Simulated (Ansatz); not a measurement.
This script for Ansatz's Python interface starts 8 runs on CH₄GeS, SMILES [CH3][Ge][SH]. What input does the engine get in each?

`run_scan.py`:
```python
'''Potential curve of CH4GeS along one bond.'''

import ansatz as az
from ase import Atoms
import numpy as np


def main() -> None:
    atoms = Atoms(['C', 'Ge', 'S', 'H', 'H', 'H', 'H'], positions=[
        (-0.8846, 0.6674, -0.2713),
        (0.2801, -0.1525, 0.964),
        (1.6881, -1.4109, -0.1767),
        (-1.4124, -0.0509, -0.8571),
        (-0.3517, 1.3386, -1.0035),
        (-1.6522, 1.3597, 0.2765),
        (2.3939, -1.8193, 1.0224),
    ])
    ch4ges = az.Crystal.molecule_from_ase(atoms)

    symbols = [site.symbol for site in ch4ges.cartesian_sites]
    start = np.array([site.position_ang for site in ch4ges.cartesian_sites])
    axis = (start[2] - start[1]) / np.linalg.norm(start[2] - start[1])
    moving = [2, 6]
    lengths, energies = [1.941, 2.03, 2.118, 2.206, 2.294, 2.383, 2.471, 2.603], []
    for length in lengths:
        xyz = start.copy()
        xyz[moving] += (length - np.linalg.norm(start[2] - start[1])) * axis
        point = az.Crystal.molecule()
        for symbol, place in zip(symbols, xyz):
            point = point.atom(symbol, place.tolist())
        base = point.calculation().basis(gaussian='def2-SVP').functional('r2SCAN')
        summary = base.run().report
        energies.append(summary['free_energy_ev'])
        print(f'r = {length:6.3f} A  E = {energies[-1]:.5f} eV  <S^2> = {abs(summary["mean_field"]["state"]["spin_squared"]):.3f}')

    # quartic fit about the minimum
    fit = np.polynomial.Polynomial.fit(lengths, np.array(energies) - min(energies), 4).convert()
    roots = [r.real for r in fit.deriv().roots() if abs(r.imag) < 1e-9 and fit.deriv(2)(r.real) > 0]
    r_e = min(roots, key=lambda r: abs(r - lengths[int(np.argmin(energies))]))
    print(f'minimum of the fit at {r_e:.4f} A, force constant {fit.deriv(2)(r_e):.2f} eV/A^2')


if __name__ == '__main__':
    main()
```

Run 1:
```yaml
crystal:
  periodic: [false, false, false]
  atoms:
    - { symbol: C, position_ang: [-0.8846, 0.6674, -0.2713] }
    - { symbol: Ge, position_ang: [0.2801, -0.1525, 0.964] }
    - { symbol: S, position_ang: [1.5188601008216682, -1.259641840109366, -0.03958923793130473] }
    - { symbol: H, position_ang: [-1.4124, -0.0509, -0.8571] }
    - { symbol: H, position_ang: [-0.3517, 1.3386, -1.0035] }
    - { symbol: H, position_ang: [-1.6522, 1.3597, 0.2765] }
    - { symbol: H, position_ang: [2.2246601008216684, -1.668041840109366, 1.1595107620686953] }
basis:
  gaussian:
    orbitals: def2-SVP
hamiltonian:
  xc: r2scan
```

Run 2, against run 1:
```diff
-    - { symbol: S, position_ang: [1.5188601008216682, -1.259641840109366, -0.03958923793130473] }
+    - { symbol: S, position_ang: [1.5756605382112243, -1.3104072310262818, -0.0856064672851872] }
-    - { symbol: H, position_ang: [2.2246601008216684, -1.668041840109366, 1.1595107620686953] }
+    - { symbol: H, position_ang: [2.281460538211224, -1.7188072310262816, 1.1134935327148128] }
```

Run 3, against run 1:
```diff
-    - { symbol: S, position_ang: [1.5188601008216682, -1.259641840109366, -0.03958923793130473] }
+    - { symbol: S, position_ang: [1.6318227684391, -1.3606022242924458, -0.1311066491182397] }
-    - { symbol: H, position_ang: [2.2246601008216684, -1.668041840109366, 1.1595107620686953] }
+    - { symbol: H, position_ang: [2.3376227684391, -1.7690022242924457, 1.0679933508817603] }
```

Run 4, against run 1:
```diff
-    - { symbol: S, position_ang: [1.5188601008216682, -1.259641840109366, -0.03958923793130473] }
+    - { symbol: S, position_ang: [1.687984998666976, -1.4107972175586097, -0.1766068309512922] }
-    - { symbol: H, position_ang: [2.2246601008216684, -1.668041840109366, 1.1595107620686953] }
+    - { symbol: H, position_ang: [2.393784998666976, -1.8191972175586095, 1.0224931690487078] }
```

Run 5, against run 1:
```diff
-    - { symbol: S, position_ang: [1.5188601008216682, -1.259641840109366, -0.03958923793130473] }
+    - { symbol: S, position_ang: [1.7441472288948516, -1.4609922108247737, -0.2221070127843447] }
-    - { symbol: H, position_ang: [2.2246601008216684, -1.668041840109366, 1.1595107620686953] }
+    - { symbol: H, position_ang: [2.4499472288948514, -1.8693922108247736, 0.9769929872156553] }
```

Run 6, against run 1:
```diff
-    - { symbol: S, position_ang: [1.5188601008216682, -1.259641840109366, -0.03958923793130473] }
+    - { symbol: S, position_ang: [1.8009476662844077, -1.5117576017416896, -0.2681242421382273] }
-    - { symbol: H, position_ang: [2.2246601008216684, -1.668041840109366, 1.1595107620686953] }
+    - { symbol: H, position_ang: [2.506747666284408, -1.9201576017416895, 0.9309757578617727] }
```

Run 7, against run 1:
```diff
-    - { symbol: S, position_ang: [1.5188601008216682, -1.259641840109366, -0.03958923793130473] }
+    - { symbol: S, position_ang: [1.8571098965122836, -1.5619525950078534, -0.31362442397127976] }
-    - { symbol: H, position_ang: [2.2246601008216684, -1.668041840109366, 1.1595107620686953] }
+    - { symbol: H, position_ang: [2.5629098965122834, -1.9703525950078533, 0.8854755760287202] }
```

Run 8, against run 1:
```diff
-    - { symbol: S, position_ang: [1.5188601008216682, -1.259641840109366, -0.03958923793130473] }
+    - { symbol: S, position_ang: [1.9413532418540973, -1.6372450849070994, -0.38187469672085855] }
-    - { symbol: H, position_ang: [2.2246601008216684, -1.668041840109366, 1.1595107620686953] }
+    - { symbol: H, position_ang: [2.647153241854097, -2.0456450849070995, 0.8172253032791414] }
```

```console
$ python run_scan.py
r =  1.941 A  E = -68442.05464 eV  <S^2> = 0.000
r =  2.030 A  E = -68442.55854 eV  <S^2> = 0.000
r =  2.118 A  E = -68442.82629 eV  <S^2> = 0.000
r =  2.206 A  E = -68442.93382 eV  <S^2> = 0.000
r =  2.294 A  E = -68442.93012 eV  <S^2> = 0.000
r =  2.383 A  E = -68442.84885 eV  <S^2> = 0.000
r =  2.471 A  E = -68442.71690 eV  <S^2> = 0.000
r =  2.603 A  E = -68442.46064 eV  <S^2> = 0.000
minimum of the fit at 2.2433 A, force constant 12.19 eV/A^2
```

Reading the output:
- Total energies depend on the basis set; only differences at equal settings carry meaning.
- The rest of the molecule is held rigid at a force-field or estimated start geometry, and the basis set is modest; single-reference methods fail as a bond breaks.
- The orbitals are restricted, so S² is zero by construction.
- Finished in 34 s on 1 thread of Arm Neoverse V1, with other jobs on the host, peak memory 0.2 GiB.
